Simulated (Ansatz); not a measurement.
Runs of Ansatz 0.2.0 on NiMoIrPdW. It takes space group P3m1 (No. 156, trigonal). Conventional cell: a = 4.117 Å, b = 4.117 Å, c = 5.446 Å, α = 90.00°, β = 90.00°, γ = 120.00°. Around Ni (site symmetry 3m) lie 3 Mo at 2.38 Å and 3 Ir at 2.69 Å. Mo (site symmetry 3m) has 3 Ni at 2.38 Å and 3 Ir at 2.70 Å and 2 Pd at 2.72 to 2.73 Å as nearest neighbours. Pd (site symmetry 3m) has 3 W at 2.68 Å and 2 Mo at 2.72 to 2.73 Å and 3 Ir at 2.77 Å as nearest neighbours. Around Ir (site symmetry 3m) lie 2 W at 2.66 to 2.78 Å and 3 Ni at 2.69 Å and 3 Mo at 2.70 Å and 3 Pd at 2.77 Å. W (site symmetry 3m) has 2 Ir at 2.66 to 2.78 Å and 3 Pd at 2.68 Å and 3 Mo at 2.81 Å and 3 Ni at 2.82 Å as nearest neighbours. The cell was built by a generator and needn't be a form met in nature.

```csv
task,level,potentials or basis,cell,k mesh,cutoff (eV),points for each segment of the path,gap on the mesh (eV),pressure (GPa),moment (μB),relaxed volume (Å³/atom),largest force (eV/Å)
single point,PBE,Ansatz NC with PseudoDojo standard (PBE files),as given,8 × 8 × 5,1400,-,none,0.0,0.00,-,0.04
relaxation of cell and atoms,revPBE,Ansatz PAW,relaxed,6 × 6 × 4,420,-,none,0.0,0.00,16.18,-
band structure,revPBE,Ansatz PAW,as given,8 × 8 × 5,420,14,none,2.6,0.00,-,(a)
band structure,PBEsol,Ansatz PAW,as given,8 × 8 × 5,420,14,none,-8.1,0.00,-,(b)
relaxation of cell and atoms,PBEsol,Ansatz PAW,relaxed,6 × 6 × 4,420,-,none,0.0,0.00,15.43,-
```

Alike in all rows: spin collinear, ferromagnetic start; smearing fermi-dirac 0.05 eV.

Question: Estimate the missing entries.

Answer: (a) 0.06; (b) 0.10.

Caveats: the starting moments weren't kept; the PAW data sets come from PBE, with cores solved anew for the run's functional, which leaves a small shift of forces and pressure (some runs); the plane-wave basis is chosen anew once the cell has moved, so the energies of steps on either side of that aren't comparable (some runs); spin-orbit coupling is left out, which moves the levels of the heavy elements (some runs).

A k mesh can miss the band edges, and the runs leave out spin-orbit coupling on Ir, Mo, Pd, W.

A gap of «none» marks a metal or a gap under the smearing width.
